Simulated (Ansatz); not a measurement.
# H2HfSi: the cost of one run

Method: def2-TZVPP, core rule «outside noble gas», up to 9 orbitals frozen; program: Ansatz 0.2.0, Gaussian basis.

Plan: UHF; CCSD(T) on ROHF; CCSD(T) on UHF; CCSDT(Q) on ROHF; CCSDT(Q) on UHF.

7 further runs of the same task are left out: 4 for a known fault of the program, 3 set aside as unsound or not needed.

## 1. What is computed

The geometry is a PBE0/def2-TZVP stationary point (not a proven minimum). No spin-orbit coupling is included. Elements past krypton take def2 core potentials.

4 atoms, charge 1, spin multiplicity 4.

Atoms are counted from 1 here; the program's logs count them from 0.

Bond lengths: Hf1–Si2 2.597 Å, Si2–H3 1.485 Å, Si2–H4 1.485 Å. Angles: Hf1–Si2–H3 123.8°, Hf1–Si2–H4 123.8°, H3–Si2–H4 112.4°.

Geometry (Å):

```xyz
4
charge 1, multiplicity 4
Hf    0.00000    0.00000    0.38270
Si    0.00000    0.00000   -2.21393
H     0.00000    1.23388   -3.04014
H     0.00000   -1.23388   -3.04014
```

## 2. UHF

Contents of in.yaml:

```yaml
crystal:
  periodic: [false, false, false]
  atoms:
    - {symbol: Hf, position_ang: [0.000000, 0.000000, 0.382699]}
    - {symbol: Si, position_ang: [0.000000, 0.000000, -2.213932]}
    - {symbol: H, position_ang: [0.000000, 1.233877, -3.040144]}
    - {symbol: H, position_ang: [0.000000, -1.233877, -3.040144]}
basis:
  gaussian: {orbitals: def2-TZVPP}
total_charge: 1
magnetization: {spin_polarized: true, initial_magnetization: 3}
hamiltonian: {xc: hf}
output: {orbitals: {seedname: orbitals}}
```

Launch:

```bash
> ansatz run in.yaml --threads 1 --pin off --events-out ev --progress --plain --max-ram 4096MiB --backend cpu
```

**Question.** How long does this run take on 1 thread of AMD EPYC 7R13, shared host, and how much memory does it need?

About 28 s, with a peak of 0.32 GiB.
